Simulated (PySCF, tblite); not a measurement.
# C₆H₉FSSi: geometry, infrared bands and NMR shifts

Wanted: the infrared bands and NMR shifts of C₆H₉FSSi (`CSC1=CC=C(CF)[SiH2]1`), by calculation.

Programs: tblite 0.8.0 and PySCF 2.14.0, with density-fitted response routines of our own. Each step states its level of theory. These are calculated values for one molecule in the gas phase, unless marked as measured. Atoms are numbered from 0 throughout.

## Step 1: Starting geometry

18 atoms, charge 0, multiplicity 1; geometry from: force field or distance geometry start.

Bonds of the start (Å): C0–S1 1.79, S1–C2 1.78, C2–C3 1.30, C3–C4 1.41, C4–C5 1.31, C5–C6 1.49, C6–F7 1.38, C5–Si8 1.86, Si8–C2 1.85, C0–H9 1.12, C0–H10 1.11, C0–H11 1.11, C3–H12 1.13, C4–H13 1.11, C6–H14 1.11, C6–H15 1.12, Si8–H16 1.46, Si8–H17 1.44.

## Step 2: Relaxing the molecule with GFN2-xTB

The job: settings as JSON, then the geometry in Å.

```
{"job": {"kind": "relax", "xc": "GFN2-xTB", "basis": "xTB"}, "charge": 0, "multiplicity": 1}
C      3.430600     0.301300    -0.947500
S      2.679000    -0.641400     0.378100
C      0.908000    -0.505600     0.266000
C      0.014300    -1.046200     1.047500
C     -1.348800    -0.817500     0.792200
C     -1.653700    -0.065200    -0.237100
C     -3.002000     0.333300    -0.725100
F     -3.200500     1.699100    -0.718300
Si    -0.035700     0.448200    -1.007100
H      3.999100     1.132200    -0.455200
H      4.117500    -0.348800    -1.531600
H      2.695600     0.809100    -1.611300
H      0.357900    -1.684700     1.920300
H     -2.165800    -1.250700     1.411600
H     -3.164600    -0.003800    -1.765500
H     -3.820400    -0.119900    -0.103000
H      0.171000     1.890100    -0.922100
H      0.009700    -0.123200    -2.333000
```

The run is started by

```bash
> OMP_NUM_THREADS=1 python probes_run.py task.json out
```

The driver reads the jobs from task.json and runs them one after another.

**Question.** This job is followed by: GFN2-xTB harmonic vibrations, gas phase; GIAO PBE0/pcSseg-1 NMR shielding, non-relativistic, gas phase. Predict these results of the whole session: strongest single infrared mode (GFN2-xTB); zero-point energy (GFN2-xTB); 13C shifts against TMS (PBE0/pcSseg-1); 1H shifts against TMS (PBE0/pcSseg-1, means over atoms taken as alike); 33S shifts against CS2 (PBE0/pcSseg-1); 19F shifts against CFCl3 (PBE0/pcSseg-1); 29Si shifts against TMS (PBE0/pcSseg-1).

As calculated:

| quantity | value |
| --- | --- |
| strongest single infrared mode (GFN2-xTB) | 2273 cm⁻¹, 321 km/mol |
| zero-point energy (GFN2-xTB) | 79.8 kcal/mol |
| 13C shifts against TMS (PBE0/pcSseg-1) | 157.5, 146.0, 145.7, 138.1, 88.5, 23.6 ppm |
| 1H shifts against TMS (PBE0/pcSseg-1, means over atoms taken as alike) | 6.73, 6.65, 5.75, 4.72, 2.32 ppm |
| 33S shifts against CS2 (PBE0/pcSseg-1) | 49 ppm |
| 19F shifts against CFCl3 (PBE0/pcSseg-1) | -244.5 ppm |
| 29Si shifts against TMS (PBE0/pcSseg-1) | -52.1 ppm |

In words: The optimisation took 115 steps and gained 0.554 eV; among the close pairs (by a distance rule), C3–H12 changed most, from 1.135 to 1.079 Å. All 48 modes are real, so the xTB geometry is a minimum. The strongest single mode, at 2273 cm⁻¹, moves mainly H16. GFN2-xTB is a fitted tight-binding method: band positions and strengths are rough. Its intensities can rank the bands wrongly. At PBE0/pcSseg-1: The widest tensor belongs to S1: span 384 ppm, with a paramagnetic part of -601 ppm.
